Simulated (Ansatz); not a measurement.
I need a convergence test of the k-point mesh of BaTaO3, space group Pm-3m. Use Ansatz 0.2.0, Python API. Level of theory (first run): PBEsol, PAW, the default cutoff (420 eV here), 2×2×2 k-points, cold smearing of 0.15 eV, D3BJATM dispersion. The script varies mesh: (2, 2, 2), (3, 3, 3), (4, 4, 4), (5, 5, 5), (6, 6, 6), (7, 7, 7).

```xyz
5
Lattice="4.1308 0.0000 0.0000 0.0000 4.1308 0.0000 0.0000 0.0000 4.1308" Properties=species:S:1:pos:R:3 pbc="T T T"
Ba    0.0000    0.0000    0.0000
Ta    2.0654    2.0654    2.0654
O     0.0000    2.0654    2.0654
O     2.0654    0.0000    2.0654
O     2.0654    2.0654    0.0000
```

Script `run_kconv.py`:
```python
import argparse

import ansatz as az

parser = argparse.ArgumentParser(description="Convergence of BaTaO3 with the k-point mesh.")
parser.add_argument("--sigma", type=float, required=True, help="smearing width (eV)")
parser.add_argument("--xc", default="pbesol", help="exchange-correlation functional")
parser.add_argument("--vdw", required=True, help="dispersion correction")
args = parser.parse_args()


def main() -> None:
    structure = (
        az.Lattice.cubic(4.130846)
        .space_group(221)
        .atom("Ba", (0.0, 0.0, 0.0))
        .atom("Ta", (0.5, 0.5, 0.5))
        .atom("O", (0.0, 0.5, 0.5))
    )

    setup = (
        structure.calculation()
        .occupations(az.OccupationsMethod.COLD, width=args.sigma)
        .functional(args.xc, dispersion=args.vdw)
    )

    rows = []
    for value in [(2, 2, 2), (3, 3, 3), (4, 4, 4), (5, 5, 5), (6, 6, 6), (7, 7, 7)]:
        report = setup.kpoints(mesh=value).run(threads=1).report
        rows.append((value, report["free_energy_ev"] / len(report["lattice"]["sites"]), report["n_iterations"], report["n_kpoints"]))

    print("        mesh   F/atom (eV)    iterations      k-points")
    for row in rows:
        print(f"{str(row[0]):>12s}  {row[1]:12.5f}  {row[2]:12d}  {row[3]:12d}")

    for row in rows[:-1]:
        shift = 1000 * (row[1] - rows[-1][1])
        print(f"{row[0]}: {shift:+.2f} meV/atom" + ("  (within 5 meV)" if abs(shift) < 5 else ""))


if __name__ == "__main__":
    main()
```

Running `python run_kconv.py --sigma 0.15 --vdw d3bjatm` prints:
```text
DeckWarning: basis.ecutwfc = 420 eV, auto-derived from the records' recommended cutoffs: set by Ba (normal level)
        mesh   F/atom (eV)    iterations      k-points
   (2, 2, 2)   -3471.98472             7             4
   (3, 3, 3)   -3471.99597             6             4
   (4, 4, 4)   -3471.98212             6            10
   (5, 5, 5)   -3472.00043             6            10
   (6, 6, 6)   -3472.01308             6            20
   (7, 7, 7)   -3472.01910             6            20
(2, 2, 2): +34.38 meV/atom
(3, 3, 3): +23.13 meV/atom
(4, 4, 4): +36.97 meV/atom
(5, 5, 5): +18.67 meV/atom
(6, 6, 6): +6.02 meV/atom
```
(Warnings from the package without file and line.)

The cell holds an odd number of electrons and is run without spin, so a magnetic state may lie lower. Spin-orbit coupling, which matters for elements this heavy, is left out. The structure comes from a database of computed cells and needn't be a stable or known phase. Shifts are counted from the finest mesh, which is itself no proven limit. The whole script took 8.4 s on 1 thread of Arm Neoverse V2, on a shared host, peak memory 0.41 GiB.
